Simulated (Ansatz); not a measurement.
Task: band-curvature effective masses by finite differences of InP, space group F-43m, with the Python package of Ansatz (0.2.0). Give the script and its output. Settings (first run): the functional of the input, PAW, cutoff 422 eV, 4×4×4 k-points, fixed occupations.

```
In P
1.0
     0.00000    2.93050    2.93050
     2.93050    0.00000    2.93050
     2.93050    2.93050    0.00000
In P
1 1
Direct
  0.00000 0.00000 0.00000
  0.25000 0.25000 0.25000
```

`mass_inp.py`:
```python
"""Effective masses of InP by finite differences."""

import ansatz
import numpy as np


def main() -> None:
    vectors = np.array([
        [0.0, 2.9305, 2.9305],
        [2.9305, 0.0, 2.9305],
        [2.9305, 2.9305, 0.0],
    ])
    xtal = (
        ansatz.Lattice.of(vectors)
        .atom("In", [0.0, 0.0, 0.0])
        .atom("P", [0.25, 0.25, 0.25])
    )

    setup = (
        xtal.calculation()
        .functional(exchange="revpbe", correlation="pbe")
        .basis(31 * ansatz.Ry, density_ratio=6)
        .kpoints(density=2.1)
        .occupations("fixed")
    )
    # step 1: where the edges lie on the mesh
    out = setup.band_table().run()
    data = out.report
    levels = np.array(data["eigenvalues_ev"])
    filled = round(data["n_electrons"] / 2)
    edges = {"top filled band": (filled - 1, levels[:, filled - 1].argmax()), "lowest empty band": (filled, levels[:, filled].argmin())}
    gap = levels[:, filled].min() - levels[:, filled - 1].max()
    print(f"gap on the mesh {gap:.3f} eV")
    if gap <= 0.05:
        print("no gap: band-edge masses have no meaning here")
        edges = {}
    reciprocal = 2 * np.pi * np.linalg.inv(out.lattice.cell_ang).T
    step = 0.008  # 1/A

    # second differences give the curvature tensor; masses are hbar^2/m_e = 7.61996 eV A^2 over its eigenvalues
    pairs = [(0, 1), (0, 2), (1, 2)]
    moves = [sign * axis for axis in np.eye(3) for sign in (-1, 1)]
    moves += [s1 * np.eye(3)[i] + s2 * np.eye(3)[j] for i, j in pairs for s1 in (1, -1) for s2 in (1, -1)]
    for name, (band, index) in edges.items():
        together = int(np.sum(np.abs(levels[index] - levels[index, band]) < 2e-3))
        print(name, "at k =", np.round(data["kpoints_frac"][index], 4), f"E = {levels[index, band]:.4f} eV, degeneracy {together}")
        centre = np.array(data["kpoints_frac"][index]) @ reciprocal
        points = [centre] + [centre + step * move for move in moves]
        table = setup.band_structure(points, intervals=1, cartesian=True).run().band_structure().channels[0].eigenvalues_ev
        if together > 1:
            level = np.flatnonzero(np.abs(levels[index] - levels[index, band]) < 2e-3)
            along = (table[1, level] + table[2, level] - 2 * table[0, level]) / step ** 2
            print("  degenerate level, no single mass tensor; masses of its branches along x:", np.round(7.61996 / along, 3), "m_e")
            continue
        e = table[:, band]
        hessian = np.diag((e[1:7:2] + e[2:7:2] - 2 * e[0]) / step ** 2)
        for (i, j), (pp, pm, mp, mm) in zip(pairs, e[7:].reshape(3, 4)):
            hessian[i, j] = hessian[j, i] = (pp - pm - mp + mm) / (4 * step ** 2)
        curvatures, axes = np.linalg.eigh(hessian)
        slope = (e[2:7:2] - e[1:7:2]) / (2 * step)
        print("  slope (eV A):", np.round(slope, 3) + 0.0, "" if np.abs(slope).max() < 0.05 else "- no extremum here, so these are local curvatures and no band-edge masses")
        for curvature, axis in zip(curvatures, axes.T):
            print(f"  principal mass {7.61996 / curvature:8.3f} m_e along", np.round(axis, 2) + 0.0)


if __name__ == "__main__":
    main()
```

```console
$ python mass_inp.py
gap on the mesh 0.805 eV
top filled band at k = [0. 0. 0.] E = 7.1129 eV, degeneracy 3
  degenerate level, no single mass tensor; masses of its branches along x: [-0.062 -0.436 -0.436] m_e
lowest empty band at k = [0. 0. 0.] E = 7.9183 eV, degeneracy 1
  slope (eV A): [0. 0. 0.]
  principal mass    0.063 m_e along [0.67 0.   0.74]
  principal mass    0.063 m_e along [ 0.73 -0.14 -0.66]
  principal mass    0.063 m_e along [ 0.11  0.99 -0.1 ]
```

Reading the output:
- These settings explore the input space; cutoff and mesh may be short of convergence.
- Semilocal gaps usually lie well under measured ones.
- The computed bands are complete only to about 4.1 eV above the Fermi level.
- The k-point mesh is coarse, and energy and stress weren't tested for convergence.
- Of the deposited cell: the entry's cell lengths or inner coordinates differ somewhat from later room-temperature determinations.
- The structure is a deposited one; some such entries were measured under pressure or heat, so a shift against it needn't be the functional's error alone.
- Levels are Kohn-Sham eigenvalues on this mesh, without spin-orbit coupling.
- The masses are finite-difference curvatures at extrema found on a coarse mesh, which needn't be the true band edges; a step that is long against the gap makes them too heavy. Negative values are curvatures of valence bands (the hole mass is their size). Spin-orbit coupling is left out, and light masses scale with the Kohn-Sham gap.
- Run time: 3.3 s on 1 thread of Intel(R) Xeon(R) Processor @ 2.30GHz (shared host), peak memory 0.49 GiB.
